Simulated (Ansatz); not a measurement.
CdBr under changes of volume

One of the cells (29.002 Å³/atom); the others are scaled copies at fixed shape and fractional positions:

```
Cd Br
1.0
     0.00000    3.07239    3.07239
     3.07239    0.00000    3.07239
     3.07239    3.07239    0.00000
Cd Br
1 1
Direct
  0.00000 0.00000 0.00000
  0.50000 0.50000 0.50000
```

The cell was built by a generator and needn't be a form met in nature.

| Quantity | Value |
| --- | --- |
| Program | Ansatz 0.2.0 |
| Functional | PBE |
| Potentials or basis | all-electron LAPW, scalar-relativistic |
| Cutoff | 194 eV (chosen from the basis error) |
| Basis error allowed | 0.0005 eV/atom |
| k mesh | 8 × 8 × 8 |
| Occupations | fermi-dirac, width 0.05 eV |
| Spin | no spin polarisation |

```csv
volume (Å³/atom),energy over the lowest point (meV/atom),pressure (GPa)
27.262,26.56,3.4
27.842,16.08,2.5
28.422,8.49,1.8
29.002,3.47,1.1
29.582,?,?
30.162,0.00,0.0
30.742,1.06,-0.5
```

Q: What does the run at 29.582 Å³/atom give?

A: Energy over the lowest point 0.73 meV/atom; pressure 0.5 GPa.

Worked out: A Birch-Murnaghan fit of order 3 (a polynomial in V^(-2/3)) to the other rows has its minimum at 30.10 Å³/atom with B0 = V·E''(V) = 26 GPa and B' = 5.2. It gives 0.73 meV/atom at 29.582 Å³/atom, against the run's 0.73, and -dE/dV = 0.5 GPa, against 0.5.

Energies are extrapolated to zero smearing.

Caveats: an odd number of electrons without spin polarisation forces a metal; a magnetic or distorted state may lie lower.
